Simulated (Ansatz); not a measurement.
# In2Sb2Cl: the cost of one run

Program: Ansatz 0.2.0. Level of theory: DFT PBE+D3(BJ), scalar-relativistic, plane waves, PAW. These are calculated values, not measurements.

6 further runs of the same task are left out: 6 set aside as unsound or not needed. Runs told in other sessions of the task aren't counted.

### 1 The system as given

Symmetry: F-43m, No. 216, cubic system. The conventional cell has a = 6.547 Å, b = 6.547 Å, c = 6.547 Å, α = 90.00°, β = 90.00°, γ = 90.00°. In (site symmetry -43m) is surrounded by 4 Sb at 2.83 Å. Around Sb (site symmetry -43m) lie 4 In at 2.83 Å.

Structure file:

```cif
data_structure
_symmetry_space_group_name_H-M 'F-43m'
_symmetry_Int_Tables_number 216
_cell_length_a 6.5469
_cell_length_b 6.5469
_cell_length_c 6.5469
_cell_angle_alpha 90.000
_cell_angle_beta 90.000
_cell_angle_gamma 90.000
_cell_volume 280.62
loop_
_atom_site_label
_atom_site_type_symbol
_atom_site_symmetry_multiplicity
_atom_site_Wyckoff_symbol
_atom_site_fract_x
_atom_site_fract_y
_atom_site_fract_z
_atom_site_occupancy
In1 In 4 a 0.00000 0.00000 0.00000 1
Sb1 Sb 4 c 0.25000 0.25000 0.25000 1
```

This cell was relaxed beforehand with the same method: volume 35.08 Å³/atom, gap on the mesh none (metal).

### 2 Plan of the scan

Atoms count from 1 in the order of the input.

Cl is moved over the surface cell at a fixed height above a rigid substrate; the origin of the map has the adsorbate above In4; the height is held at 3.30 Å.

- position of Cl5 along the first surface vector, from above In4: 9 values from 0.000 to 0.889, periodic
- position of Cl5 along the second surface vector, from above In4: 9 values from 0.000 to 0.889, periodic

Nothing else is relaxed. Points are written as (first, second).

The two vectors of the plane (Å): (4.629, 0.000, 0.000); (-2.315, 4.009, 0.000).

### 3 Point (0/9, 0/9) of the map's two axes

A dipole layer in the vacuum cancels the field that periodic copies would set up if the slab's two faces differ.

Input file input.yaml:

```yaml
crystal:
  lattice:
    - [4.6293886023, 0.0, 0.0]
    - [-2.3146943012, 4.0091681336, 0.0]
    - [0.0, 0.0, 22.0151773295]
  atoms:
    - { symbol: Sb, position: [0.0, 0.0, 0.1816928358] }
    - { symbol: In, position: [0.3333333333, 0.6666666667, 0.2246164052] }
    - { symbol: Sb, position: [0.3333333333, 0.6666666667, 0.3609342971] }
    - { symbol: In, position: [0.6666666667, 0.3333333333, 0.3958713209] }
    - { symbol: Cl, position: [0.6666666667, 0.3333333333, 0.5457679105] }
basis:
  ecutwfc: 420
kpoints:
  mp_grid: { grid: [6, 6, 1] }
hamiltonian:
  xc: pbe
  pseudopotentials: { kind: paw, azcp: { folder: soft_1 } }
  dispersion: d3bj
scf:
  occupations: { method: gaussian, width: 0.1 }
output:
  forces: true
  eigenvalues: true
  write_density: true
  write_potential: true
  elf: true
  volumetric_format: npy
efield:
  axis: 3
  dipole_correction: true
  ramp_width: 0.04
```

Started as:

```console
$ ansatz run input.yaml --threads 1 --pin off --max-ram 3072MiB --backend cpu --events-out ev --progress --plain --runs-dir out
```

Q: Estimate wall time and peak memory on 1 thread of Arm Neoverse V1, shared host.

About 18 s, with a peak of 0.5 GiB.
